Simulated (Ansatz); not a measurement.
# Ni7Ge4: the cost of one run

Computed with Ansatz 0.2.0 (DFT PBEsol, scalar-relativistic, plane waves, PAW, unless a step's input says otherwise).

## (1) The structure to begin with

It takes space group P-6m2 (No. 187, hexagonal). Conventional cell: a = 3.930 Å, b = 3.930 Å, c = 9.877 Å, α = 90.00°, β = 90.00°, γ = 120.00°. Around Ni (site symmetry 3m) lie 8 Ni at 2.49 to 2.60 Å and 6 Ge at 2.59 to 2.62 Å. Ni (site symmetry 3m) is surrounded by 5 Ni at 2.40 to 2.58 Å and 6 Ge at 2.56 to 2.57 Å. Ni (site symmetry -6m2) is surrounded by 5 Ge at 2.27 to 2.55 Å and 6 Ni at 2.59 Å. Ni (site symmetry 3m) is surrounded by 5 Ge at 2.27 to 2.51 Å and 6 Ni at 2.58 to 2.60 Å. Ge (site symmetry 3m) is surrounded by 10 Ni at 2.27 to 2.62 Å. Ge (site symmetry -6m2) has 8 Ni at 2.42 to 2.57 Å in its first shell of neighbours. Ge (site symmetry -6m2) is surrounded by 11 Ni at 2.27 to 2.59 Å.

Structure file:

```cif
data_structure
_symmetry_space_group_name_H-M 'P-6m2'
_symmetry_Int_Tables_number 187
_cell_length_a 3.9299
_cell_length_b 3.9299
_cell_length_c 9.8773
_cell_angle_alpha 90.000
_cell_angle_beta 90.000
_cell_angle_gamma 120.000
_cell_volume 132.11
loop_
_atom_site_label
_atom_site_type_symbol
_atom_site_symmetry_multiplicity
_atom_site_Wyckoff_symbol
_atom_site_fract_x
_atom_site_fract_y
_atom_site_fract_z
_atom_site_occupancy
Ni1 Ni 2 g 0.00000 0.00000 0.37346 1
Ni2 Ni 2 g 0.00000 0.00000 0.87852 1
Ni3 Ni 1 f 0.66667 0.33333 0.50000 1
Ni4 Ni 2 h 0.33333 0.66667 0.24546 1
Ge1 Ge 2 i 0.66667 0.33333 0.24164 1
Ge2 Ge 1 c 0.33333 0.66667 0.00000 1
Ge3 Ge 1 d 0.33333 0.66667 0.50000 1
```

It goes back to an entry of the Materials Project, which need not be the stable form.

This cell was relaxed beforehand with the same method: volume 12.01 Å³/atom, gap on the mesh none (metal).

## (2) Back to the database's cell

The input, input.yaml:

```yaml
crystal:
  lattice:
    - [3.9358401748, 0.0, 0.0]
    - [-1.9679200874, 3.4085375766, 0.0]
    - [0.0, 0.0, 9.92155483]
  atoms:
    - { symbol: Ni, position: [0.0, 0.0, 0.37313423] }
    - { symbol: Ni, position: [0.0, 0.0, 0.87875668] }
    - { symbol: Ni, position: [0.0, 0.0, 0.12124332] }
    - { symbol: Ni, position: [0.0, 0.0, 0.62686577] }
    - { symbol: Ni, position: [0.66666667, 0.33333333, 0.5] }
    - { symbol: Ni, position: [0.33333333, 0.66666667, 0.24493464] }
    - { symbol: Ni, position: [0.33333333, 0.66666667, 0.75506536] }
    - { symbol: Ge, position: [0.66666667, 0.33333333, 0.24358416] }
    - { symbol: Ge, position: [0.66666667, 0.33333333, 0.75641584] }
    - { symbol: Ge, position: [0.33333333, 0.66666667, 0.0] }
    - { symbol: Ge, position: [0.33333333, 0.66666667, 0.5] }
basis:
  ecutwfc: 420
kpoints:
  mp_grid: { grid: [12, 12, 4] }
hamiltonian:
  xc: pbesol
scf:
  occupations: { method: gaussian, width: 0.1 }
output:
  forces: true
  stress: true
  eigenvalues: true
  populations: true
```

On the command line:

```console
ansatz run input.yaml --threads 2 --pin off --max-ram 5120MiB --backend cpu --events-out ev --progress --plain --runs-dir out
```

Q: Estimate wall time and peak memory on 2 threads of Intel Xeon Platinum 8488C (Sapphire Rapids), shared host.

About 49 s, with a peak of 0.93 GiB.
